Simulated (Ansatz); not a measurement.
# GeH3O+ (singlet): wave-function methods side by side, cc-pVDZ

How much of the correlation energy of GeH3O+ (singlet) does each wave-function method recover here?

Program: Ansatz 0.2.0, Gaussian basis. Level of theory: cc-pVDZ, core rule «outside noble gas», up to 15 orbitals frozen. These are calculated values, not measurements.

To be run: UHF; CCSD(T) on RHF; BCCD(T) on RHF; CISD; CCSDT(Q) on RHF.

22 further runs of the same task are left out: 8 that didn't finish, 14 set aside as unsound or not needed.

## 1. The geometry

The geometry is a PBE0/def2-TZVP stationary point (not a proven minimum) of the parent state, kept for this charge and spin. No spin-orbit coupling is included. The filled d shell of Ge may be among the frozen orbitals whatever the setting's name suggests; the logs give the count.

5 atoms, charge 1, spin multiplicity 1.

Atoms are counted from 1 here; the program's logs count them from 0.

Bond lengths: Ge1–O2 1.786 Å, Ge1–H3 1.557 Å, Ge1–H4 1.546 Å, O2–H5 0.960 Å. Angles: O2–Ge1–H3 109.0°, O2–Ge1–H4 103.7°, H3–Ge1–H4 111.8°, Ge1–O2–H5 112.6°.

## 2. UHF

Input file in.yaml:

```yaml
crystal:
  periodic: [false, false, false]
  atoms:
    - {symbol: Ge, position_ang: [-0.035497, -0.014309, 0.323987]}
    - {symbol: O, position_ang: [0.080354, 0.109526, -1.453845]}
    - {symbol: H, position_ang: [0.751050, -1.272631, 0.795719]}
    - {symbol: H, position_ang: [0.619052, 1.292746, 0.826036]}
    - {symbol: H, position_ang: [-0.087378, -0.727459, -1.893356]}
basis:
  gaussian: {orbitals: cc-pVDZ}
total_charge: 1
magnetization: {spin_polarized: true, initial_magnetization: 0}
hamiltonian: {xc: hf}
output: {orbitals: {seedname: orbitals}}
```

Launch:

```sh
> ansatz run in.yaml --threads 1 --pin off --events-out ev --progress --plain --max-ram 2393MiB
```

After this run come: CCSD(T) on RHF; BCCD(T) on RHF; CISD; CCSDT(Q) on RHF.

Before running them: what should the planned runs give, taken together? Wanted: RCCSDT(Q) below the RHF energy; RMP2 from RCCSDT(Q); RCCSD from RCCSDT(Q); RCCSD(T) from RCCSDT(Q); T1 diagnostic.

As calculated:

| quantity | value |
| --- | --- |
| RCCSDT(Q) below the RHF energy | -8.5501 eV |
| RMP2 from RCCSDT(Q) | +20.09 kcal/mol |
| RCCSD from RCCSDT(Q) | +7.01 kcal/mol |
| RCCSD(T) from RCCSDT(Q) | +1.31 kcal/mol |
| levels within 1 kcal/mol (43 meV) | RCCSDT |
| T1 diagnostic | 0.030 |

**Reading.** RCCSD(T) misses by +1.31 kcal/mol, 0.7 % of the correlation energy. These misses are within one basis, not against nature.
